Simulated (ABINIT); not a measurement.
# Ga (Cmce) in ABINIT: band structure with PBEsol

Aim: the band structure of Ga with PBEsol.

Everything below comes from runs of ABINIT 10.8.3 (patched build). Logs are shortened: lines on timing, memory, paths and dates and some standing lists are left out, and cuts for length are marked. The log counts tension as positive stress, the text compression.

### Step 1. The structure

The structure is orthorhombic, space group Cmce (No. 64). Conventional cell: a = 4.523 Å, b = 7.661 Å, c = 4.524 Å, α = 90.00°, β = 90.00°, γ = 90.00°. Ga (site symmetry m) has 7 Ga at 2.48 to 2.79 Å as nearest neighbours.

### Step 2. Band structure, PBEsol

Contents of run.abi:

```
ndtset 2

pp_dirpath "./"
pseudos "Ga.upf"

acell 4.4482707314 4.4482707314 4.524 Angstrom
rprim
     0.5083998112    -0.8611211483     0.0000000000
     0.5083998112     0.8611211483     0.0000000000
     0.0000000000     0.0000000000     1.0000000000
ntypat 1
znucl 31
natom 4
typat 1 1 1 1
xred
     0.3451000000     0.6549000000     0.4190000000
     0.1549000000     0.8451000000     0.9190000000
     0.6549000000     0.3451000000     0.5810000000
     0.8451000000     0.1549000000     0.0810000000
chkprim 0
chksymtnons 0
tolsym 1.0e-6

ecut 40.0

ixc -116133

occopt 3
tsmear 0.05 eV

nstep 100

iomode 3
prtwf 0
prteig 0
prtebands 0
prtden1 1

kptopt1 1
ngkpt1 7 7 6
nshiftk1 1
shiftk1 0.0 0.0 0.0
nband1 32
tolvrs1 1.0e-10

iscf2 -2
getden2 1
nband2 38
nbdbuf2 4
tolwfr2 1.0e-11
kptopt2 -11
ndivsm2 5
prteig2 1
kptbounds2
     0.0000000000     0.0000000000     0.0000000000
     0.3371409438     0.3371409438     0.0000000000
     0.0000000000     0.5000000000     0.0000000000
     0.0000000000     0.5000000000     0.5000000000
     0.3371409438     0.3371409438     0.5000000000
     0.0000000000     0.0000000000     0.5000000000
     0.0000000000     0.0000000000     0.0000000000
    -0.5000000000     0.5000000000     0.0000000000
    -0.3371409438     0.6628590562     0.0000000000
    -0.3371409438     0.6628590562     0.5000000000
    -0.5000000000     0.5000000000     0.5000000000
    -0.5000000000     0.5000000000     0.0000000000
```

Potentials or basis: PseudoDojo NC SR PBEsol v0.4.1 standard.

On the command line:

```console
> mpirun --bind-to none -np 4 abinit run.abi > log 2>&1
```

run.abo:

```text
.Version 10.8.3 of ABINIT
 DATASET    1 : space group Cm c a (# 64); Bravais oC (1-face-center ortho.)
================================================================================
 Values of the parameters that define the memory need for DATASET  1.
     intxc =       0    ionmov =       0      iscf =       7    lmnmax =       6
     lnmax =       6     mgfft =      50  mpssoang =       3    mqgrid =    3001
     natom =       4  nloc_mem =       1    nspden =       1   nspinor =       1
    nsppol =       1      nsym =       8    n1xccc =    2501    ntypat =       1
    occopt =       3   xclevel =       2
       mpw =        6421          nfft =      115200          nkpt =          64
================================================================================
================================================================================

 DATASET    2 : space group Cm c a (# 64); Bravais oC (1-face-center ortho.)
================================================================================
 Values of the parameters that define the memory need for DATASET  2.
     intxc =       0    ionmov =       0      iscf =      -2    lmnmax =       6
     lnmax =       6     mgfft =      50  mpssoang =       3    mqgrid =    3001
     natom =       4  nloc_mem =       1    nspden =       1   nspinor =       1
    nsppol =       1      nsym =       8    n1xccc =    2501    ntypat =       1
    occopt =       3   xclevel =       2
       mpw =        6416          nfft =      115200          nkpt =          82
================================================================================
================================================================================

--------------------------------------------------------------------------------
------------- Echo of variables that govern the present computation ------------
--------------------------------------------------------------------------------
 -outvars: echo values of preprocessed input variables --------
            acell      8.4060134162E+00  8.4060134162E+00  8.5491209936E+00 Bohr
              amu      6.97230000E+01
          chkprim           0
      chksymtnons           0
             ecut      4.00000000E+01 Hartree
           getden1          0
           getden2          1
             iscf1          7
             iscf2         -2
                       outvar_i_n : Printing only first  50 k-points.
              ixc     -116133
           jdtset        1    2
                       outvar_i_n : Printing only first  50 k-points.
           kptopt1          1
           kptopt2        -11
         kptrlatt        7    0    0      0    7    0      0    0    6
          kptrlen1     5.12947260E+01
          kptrlen2     3.00000000E+01
            natom           4
            nband1         32
            nband2         38
           nbdbuf1          0
           nbdbuf2          4
           ndtset           2
           ndivsm1          0
           ndivsm2          5
            ngfft          48      48      50
             nkpt1         64
             nkpt2         82
            nstep         100
             nsym           8
           ntypat           1
                       prtocc : prtvol=0, do not print more k-points.
           occopt           3
        prtebands           0
           prteig1          0
           prteig2          1
            prtwf           0
            rprim      5.0839981120E-01 -8.6112114830E-01  0.0000000000E+00
                       5.0839981120E-01  8.6112114830E-01  0.0000000000E+00
[... 240 lines left out ...]
 -3.6721E-01 -3.6498E-01 -3.6439E-01 -3.6393E-01 -3.6357E-01 -3.6328E-01
 -3.6312E-01 -3.6174E-01 -3.6066E-01 -3.5852E-01 -3.5696E-01 -3.5643E-01
 -3.5533E-01 -3.5288E-01 -2.2355E-01  2.5633E-02  4.6171E-02  1.1712E-01
  1.2051E-01  1.5343E-01  2.1522E-01  2.1603E-01  2.2001E-01  3.6759E-01
  3.7976E-01  4.2293E-01  4.3015E-01  4.5239E-01  4.7534E-01  4.7834E-01
  4.9070E-01  4.9110E-01
 Non-SCF case, kpt    2 (  0.03371  0.03371  0.00000), residuals and eigenvalues=
[... 1038 lines left out ...]
  5.9789E-01  6.3427E-01
 Non-SCF case, kpt   82 ( -0.50000  0.50000  0.00000), residuals and eigenvalues=
  7.40E-12  8.46E-12  9.26E-12  8.65E-12  9.20E-12  6.43E-12  7.23E-12  6.25E-12
  6.60E-12  7.00E-12  5.07E-12  5.20E-12  6.64E-12  5.42E-12  9.19E-12  6.70E-12
  4.64E-12  3.51E-12  2.96E-12  7.86E-12  3.14E-12  5.76E-12  8.73E-12  3.86E-12
  2.50E-12  5.80E-12  6.77E-12  8.52E-12  5.39E-12  7.90E-12  9.81E-12  8.77E-12
  3.66E-12  7.21E-12  7.12E-12  1.96E-10  2.41E-08  3.55E-05
 -3.7597E-01 -3.7278E-01 -3.7275E-01 -3.7123E-01 -3.7121E-01 -3.6863E-01
 -3.6750E-01 -3.6667E-01 -3.6607E-01 -3.6500E-01 -3.6307E-01 -3.6273E-01
 -3.6052E-01 -3.5844E-01 -3.5756E-01 -3.5747E-01 -3.5662E-01 -3.5585E-01
 -3.5545E-01 -3.5538E-01 -1.6013E-01 -8.5854E-02  2.7357E-02  6.2179E-02
  1.1928E-01  1.2749E-01  2.2149E-01  2.2569E-01  3.0324E-01  3.2030E-01
  3.4018E-01  3.7677E-01  4.5346E-01  4.9782E-01  5.1353E-01  5.3414E-01
  5.9836E-01  6.3998E-01

--- !ResultsGS
iteration_state: {dtset: 2, }
comment   : Summary of ground state results
lattice_vectors:
- [  4.2736156,  -7.2385959,   0.0000000, ]
- [  4.2736156,   7.2385959,   0.0000000, ]
- [  0.0000000,   0.0000000,   8.5491210, ]
lattice_lengths: [   8.40601,    8.40601,    8.54912, ]
lattice_angles: [ 90.000,  90.000, 118.885, ] # degrees, (23, 13, 12)
lattice_volume:   5.2893372E+02
convergence: {deltae:  0.000E+00, res2:  0.000E+00, residm:  9.997E-12, diffor:  0.000E+00, }
etotal    :  -3.05404231E+02
entropy   :   0.00000000E+00
fermie    :   1.84284866E-01
cartesian_stress_tensor: null
pressure_GPa: null
xred      :
- [  3.4510E-01,   6.5490E-01,   4.1900E-01, Ga]
- [  1.5490E-01,   8.4510E-01,   9.1900E-01, Ga]
- [  6.5490E-01,   3.4510E-01,   5.8100E-01, Ga]
- [  8.4510E-01,   1.5490E-01,   8.1000E-02, Ga]
cartesian_forces: null
force_length_stats: {min: null, max: null, mean: null, }
...

 Integrated electronic density in atomic spheres:
 ------------------------------------------------
 Atom  Sphere_radius  Integrated_density
    1        2.00000         10.80701088
    2        2.00000         10.80701088
    3        2.00000         10.80701088
    4        2.00000         10.80701088
================================================================================

 ----iterations are completed or convergence reached----

 Mean square residual over all n,k,spin=   55.933E-13; max=  99.970E-13
 reduced coordinates (array xred) for    4 atoms
       0.345100000000      0.654900000000      0.419000000000
       0.154900000000      0.845100000000      0.919000000000
       0.654900000000      0.345100000000      0.581000000000
       0.845100000000      0.154900000000      0.081000000000

 cartesian coordinates (angstrom) at end:
    1      2.26150000001025     1.18668890005342     1.89555600000000
    2      2.26150000001025     2.64381110011902     4.15755600000000
    3      2.26150000001025    -1.18668890005342     2.62844400000000
    4      2.26150000001025    -2.64381110011902     0.36644400000000
 length scales=  8.406013416237  8.406013416237  8.549120993607 bohr
              =  4.448270731400  4.448270731400  4.524000000000 angstroms
 Eigenvalues (hartree) for nkpt=  82  k points:
 kpt#   1, nband= 38, wtk=  1.00000, kpt=  0.0000  0.0000  0.0000 (reduced coord)
  -0.37307   -0.37293   -0.37241   -0.37152   -0.36992   -0.36891   -0.36721   -0.36498
  -0.36439   -0.36393   -0.36357   -0.36328   -0.36312   -0.36174   -0.36066   -0.35852
  -0.35696   -0.35643   -0.35533   -0.35288   -0.22355    0.02563    0.04617    0.11712
   0.12051    0.15343    0.21522    0.21603    0.22001    0.36759    0.37976    0.42293
   0.43015    0.45239    0.47534    0.47834    0.49070    0.49110
 kpt#   2, nband= 38, wtk=  1.00000, kpt=  0.0337  0.0337  0.0000 (reduced coord)
  -0.37302   -0.37295   -0.37244   -0.37154   -0.36980   -0.36886   -0.36729   -0.36541
  -0.36419   -0.36382   -0.36372   -0.36329   -0.36298   -0.36169   -0.36062   -0.35840
  -0.35694   -0.35642   -0.35546   -0.35287   -0.22231    0.02543    0.04748    0.08274
   0.15435    0.15712    0.18797    0.21663    0.24993    0.35909    0.36248    0.42549
   0.44227    0.44417    0.47189    0.48209    0.48786    0.50023
 kpt#   3, nband= 38, wtk=  1.00000, kpt=  0.0674  0.0674  0.0000 (reduced coord)
  -0.37302   -0.37288   -0.37254   -0.37161   -0.36947   -0.36867   -0.36742   -0.36629
  -0.36426   -0.36376   -0.36346   -0.36333   -0.36282   -0.36155   -0.36049   -0.35815
  -0.35683   -0.35644   -0.35577   -0.35286   -0.21858    0.02449    0.04904    0.05141
   0.15706    0.16237    0.19744    0.21822    0.28286    0.33586    0.34067    0.41154
[... 461 lines left out ...]
   0.06695    0.17380    0.19117    0.27309    0.27371    0.28269    0.38529    0.41659
   0.45988    0.50189    0.52682    0.53785    0.59611    0.61929
 kpt#  81, nband= 38, wtk=  1.00000, kpt= -0.5000  0.5000  0.0625 (reduced coord)
  -0.37595   -0.37271   -0.37270   -0.37128   -0.37125   -0.36847   -0.36800   -0.36675
  -0.36559   -0.36505   -0.36302   -0.36268   -0.36053   -0.35836   -0.35757   -0.35753
  -0.35710   -0.35586   -0.35539   -0.35511   -0.15906   -0.08501    0.02718    0.06337
   0.09089    0.15738    0.19705    0.25243    0.29279    0.30050    0.35966    0.38949
   0.45506    0.49880    0.51680    0.53507    0.59789    0.63427
 kpt#  82, nband= 38, wtk=  1.00000, kpt= -0.5000  0.5000  0.0000 (reduced coord)
  -0.37597   -0.37278   -0.37275   -0.37123   -0.37121   -0.36863   -0.36750   -0.36667
  -0.36607   -0.36500   -0.36307   -0.36273   -0.36052   -0.35844   -0.35756   -0.35747
  -0.35662   -0.35585   -0.35545   -0.35538   -0.16013   -0.08585    0.02736    0.06218
   0.11928    0.12749    0.22149    0.22569    0.30324    0.32030    0.34018    0.37677
   0.45346    0.49782    0.51353    0.53414    0.59836    0.63998

== END DATASET(S) ==============================================================
================================================================================

 -outvars: echo values of variables after computation  --------
            acell      8.4060134162E+00  8.4060134162E+00  8.5491209936E+00 Bohr
           etotal1    -3.0540423066E+02
            fcart1     5.6243788653E-20  2.2594276568E-03 -8.5220684797E-04
                      -3.6762136387E-19 -2.2594276568E-03 -8.5220684797E-04
                       3.8293352065E-20 -2.2594276568E-03  8.5220684797E-04
                       2.7308422315E-19  2.2594276568E-03  8.5220684797E-04
            rprim      5.0839981120E-01 -8.6112114830E-01  0.0000000000E+00
                       5.0839981120E-01  8.6112114830E-01  0.0000000000E+00
                       0.0000000000E+00  0.0000000000E+00  1.0000000000E+00
           strten1     7.9289773817E-05  2.9280497583E-05  4.3356091381E-05
                       0.0000000000E+00  0.0000000000E+00  0.0000000000E+00
           xangst      2.2615000000E+00  1.1866889001E+00  1.8955560000E+00
                       2.2615000000E+00  2.6438111001E+00  4.1575560000E+00
                       2.2615000000E+00 -1.1866889001E+00  2.6284440000E+00
                       2.2615000000E+00 -2.6438111001E+00  3.6644400000E-01
             xred      3.4510000000E-01  6.5490000000E-01  4.1900000000E-01
                       1.5490000000E-01  8.4510000000E-01  9.1900000000E-01
                       6.5490000000E-01  3.4510000000E-01  5.8100000000E-01
                       8.4510000000E-01  1.5490000000E-01  8.1000000000E-02
 Calculation completed.
```

It took 3.6 min on 4 MPI ranks of Arm Neoverse V2, shared host; peak memory 0.64 GiB.

Results:

| Quantity | Value |
| --- | --- |
| Free energy | -8310.4725 eV |
| Pressure | -1.5 GPa |
| Largest force | 0.124 eV/Å |
| Band gap on the k mesh | none (metal or under the smearing width) |
| Valence electrons inside the program's atomic spheres | Ga 10.81 (radii [1.0584] Å) |

Forces on the atoms (eV/Å):
```
Ga   0.000  0.116 -0.044
Ga   0.000 -0.116 -0.044
Ga   0.000 -0.116  0.044
Ga   0.000  0.116  0.044
```

Stress tensor (GPa, compression positive):
```
-2.33  0.00  0.00
 0.00 -0.86  0.00
 0.00  0.00 -1.28
```

Levels at the corners of the path, in eV from the Fermi level:
```csv
point,band 22,band 23,band 24,band 25,band 26,band 27,band 28,band 29,band 30,band 31
Γ,-4.32,-3.76,-1.83,-1.74,-0.84,0.84,0.86,0.97,4.99,5.32
X,-7.71,-6.63,-1.10,-1.08,-0.31,-0.17,0.92,1.93,2.69,4.41
S,-8.64,-3.53,-3.53,-1.37,-1.37,0.67,0.67,4.01,4.01,5.26
R,-7.23,-6.28,-6.28,-1.60,-1.60,0.42,0.42,7.05,7.05,7.70
A,-6.84,-6.11,-6.11,-3.69,-3.69,4.01,4.01,5.01,5.01,5.51
Z,-9.25,-0.26,-0.26,-0.04,-0.04,-0.02,-0.02,2.02,2.02,3.76
Γ,-4.32,-3.76,-1.83,-1.74,-0.84,0.84,0.86,0.97,4.99,5.32
Y,-7.35,-4.27,-3.32,-1.77,-1.55,1.01,1.13,3.24,3.70,4.24
X1,-7.71,-6.63,-1.10,-1.08,-0.31,-0.17,0.92,1.93,2.69,4.41
A1,-6.84,-6.11,-6.11,-3.69,-3.69,4.01,4.01,5.01,5.01,5.51
T,-7.58,-5.47,-5.47,-1.31,-1.31,-1.00,-1.00,6.58,6.58,7.80
Y,-7.35,-4.27,-3.32,-1.77,-1.55,1.01,1.13,3.24,3.70,4.24
```
